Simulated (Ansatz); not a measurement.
Run this with Ansatz's Python interface and show what comes out.

The script reads `hgte.cif`:
```cif
data_HgTe
_cell_length_a 4.545989
_cell_length_b 4.545989
_cell_length_c 4.545989
_cell_angle_alpha 60.00000
_cell_angle_beta 60.00000
_cell_angle_gamma 60.00000
_symmetry_space_group_name_H-M 'P 1'
_symmetry_Int_Tables_number 1
loop_
_symmetry_equiv_pos_as_xyz
'x, y, z'
loop_
_atom_site_label
_atom_site_type_symbol
_atom_site_fract_x
_atom_site_fract_y
_atom_site_fract_z
Hg1 Hg    0.000000    0.000000    0.000000
Te2 Te    0.250000    0.250000    0.250000
```

`kconv_hgte.py`
```python
"""k-point test for HgTe."""

import ansatz as az
from ase.io import read

atoms = read("hgte.cif")
crystal = az.Crystal.from_ase(atoms)

calc = (
    crystal.calculation()
    .functional("pbe")
    .occupations(az.OccupationsMethod.FERMI_DIRAC, width=50 * az.meV)
)

rows = []
for value in [(2, 2, 2), (4, 4, 4), (6, 6, 6), (8, 8, 8)]:
    rep = calc.kpoints(mesh=value).run(threads=1).report
    rows.append((value, rep["free_energy_ev"] / len(rep["lattice"]["sites"]), rep["n_iterations"], rep["n_kpoints"]))

print("        mesh   F/atom (eV)    iterations      k-points")
for row in rows:
    print(f"{str(row[0]):>12s}  {row[1]:12.5f}  {row[2]:12d}  {row[3]:12d}")

# the last row is the reference
for row in rows[:-1]:
    shift = 1000 * (row[1] - rows[-1][1])
    print(f"{row[0]}: {shift:+.2f} meV/atom" + ("  (within 2 meV)" if abs(shift) < 2 else ""))
```

```console
$ python kconv_hgte.py
DeckWarning: basis.ecutwfc = 420 eV, auto-derived from the records' recommended cutoffs: set by Hg (normal level)
        mesh   F/atom (eV)    iterations      k-points
   (2, 2, 2)  -10396.12453             7             3
   (4, 4, 4)  -10396.78243             6             8
   (6, 6, 6)  -10396.82331             6            16
   (8, 8, 8)  -10396.82845             6            29
(2, 2, 2): +703.92 meV/atom
(4, 4, 4): +46.02 meV/atom
(6, 6, 6): +5.14 meV/atom
```
(Warnings from the package without file and line.)

Caveats:
- The gap on the mesh is very small: a semilocal functional closes or nearly closes the gap of many narrow semiconductors.
- Spin-orbit coupling, which matters for elements this heavy, is left out.
- The starting cell is as deposited in a crystallographic database; the results hold for this polymorph, which needn't be the stable one.
- Shifts are counted from the finest mesh, which is itself no proven limit.
- Wall time of the script: 5.7 s on 1 thread of Arm Neoverse V2, on a shared host, peak memory 0.46 GiB.
